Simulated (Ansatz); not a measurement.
I need a relaxation driven by ASE of Ga2Pt, space group Fm-3m. Use the Ansatz DFT code, driven from Python. Level of theory (first run): PBEsol, PAW, the default cutoff (420 eV here), 5×5×5 k-points, Fermi-Dirac smearing of 0.05 eV.

```yaml
crystal:
  lattice:
    - [0.00000, 2.95550, 2.95550]
    - [2.95550, 0.00000, 2.95550]
    - [2.95550, 2.95550, 0.00000]
  atoms:
    - { symbol: Ga, position: [0.25000, 0.25000, 0.25000] }
    - { symbol: Ga, position: [0.75000, 0.75000, 0.75000] }
    - { symbol: Pt, position: [0.00000, 0.00000, 0.00000] }
```

`ga2pt_ase_relax.py`
```python
'''ASE drives the relaxation of Ga2Pt.'''

import warnings

import ansatz as az
from ase import Atoms
from ase.calculators.calculator import Calculator, all_changes
from ase.optimize import BFGSLineSearch
import numpy as np

FUNCTIONAL = 'pbesol'
MESH = (5, 5, 5)
OCCUPATIONS = 'fermi_dirac'
TOLERANCE = 1e-10


class PlaneWaves(Calculator):
    implemented_properties = ['energy', 'free_energy', 'forces']

    def calculate(self, atoms=None, properties=('energy',), system_changes=all_changes):
        super().calculate(atoms, properties, system_changes)
        bare = self.atoms.copy()
        bare.set_constraint()
        bare.set_momenta(None)
        job = (
            az.Crystal.from_ase(bare).calculation()
            .functional(FUNCTIONAL)
            .kpoints(*MESH)
            .occupations(OCCUPATIONS, width=50 * az.meV)
            .scf(tolerance=TOLERANCE)
            .forces()
        )
        report = job.run().report
        self.results['free_energy'] = report['lagrangian_ev']
        self.results['energy'] = report.get('lagrangian_sigma0_ev', report['lagrangian_ev'])
        self.results['forces'] = np.array(report['forces_ev_ang'])

warnings.simplefilter('ignore')
atoms = Atoms(
    ['Ga', 'Ga', 'Pt'],
    cell=[[0.0, 2.9555, 2.9555], [2.9555, 0.0, 2.9555], [2.9555, 2.9555, 0.0]],
    scaled_positions=[
        [0.25, 0.25, 0.25],
        [0.75, 0.75, 0.75],
        [0.0, 0.0, 0.0],
    ],
    pbc=True,
)
atoms.rattle(0.1, seed=24)
atoms.calc = PlaneWaves()
before = atoms.get_potential_energy(), atoms.get_volume()
optimiser = BFGSLineSearch(atoms, logfile=None)


def tell():
    fmax = np.linalg.norm(atoms.get_forces(), axis=1).max()
    print(f'step {optimiser.nsteps:2d}  E = {atoms.get_potential_energy():.5f} eV  fmax = {fmax:.4f}  V = {atoms.get_volume():.3f} A^3')


optimiser.attach(tell)
met = optimiser.run(fmax=0.02, steps=15)
print('threshold met:', bool(met), ' energy gained:', round(before[0] - atoms.get_potential_energy(), 5), 'eV')
print('cell lengths and angles:', np.round(atoms.cell.cellpar(), 3))
print(np.round(atoms.get_scaled_positions(), 4))
```

Output of `python ga2pt_ase_relax.py`:
```text
step  0  E = -19871.70164 eV  fmax = 1.9143  V = 51.632 A^3
step  1  E = -19871.89958 eV  fmax = 0.5634  V = 51.632 A^3
step  2  E = -19871.92561 eV  fmax = 0.1133  V = 51.632 A^3
step  3  E = -19871.92727 eV  fmax = 0.0589  V = 51.632 A^3
step  4  E = -19871.92769 eV  fmax = 0.0175  V = 51.632 A^3
threshold met: True  energy gained: 0.22605 eV
cell lengths and angles: [ 4.18  4.18  4.18 60.   60.   60.  ]
[[0.2178 0.2448 0.2658]
 [0.7167 0.7449 0.7648]
 [0.9669 0.9945 0.0158]]
```

Reading the output:
- Total energies depend on the potentials; only differences at equal settings carry meaning. A total without «per atom» is that of the whole cell that was run.
- The run is spin-unpolarised.
- For a metal this k-point mesh is coarse: on a finer one energies can move by several to tens of meV an atom and pressures by half a GPa or more, differences at one mesh by less.
- Spin-orbit coupling, which matters for elements this heavy, is left out.
- The structure is a deposited one; some such entries were measured under pressure or heat, so a shift against it needn't be the functional's error alone.
- Finished in 49 s on 1 thread of Arm Neoverse V2, on a shared host, peak memory 0.51 GiB.
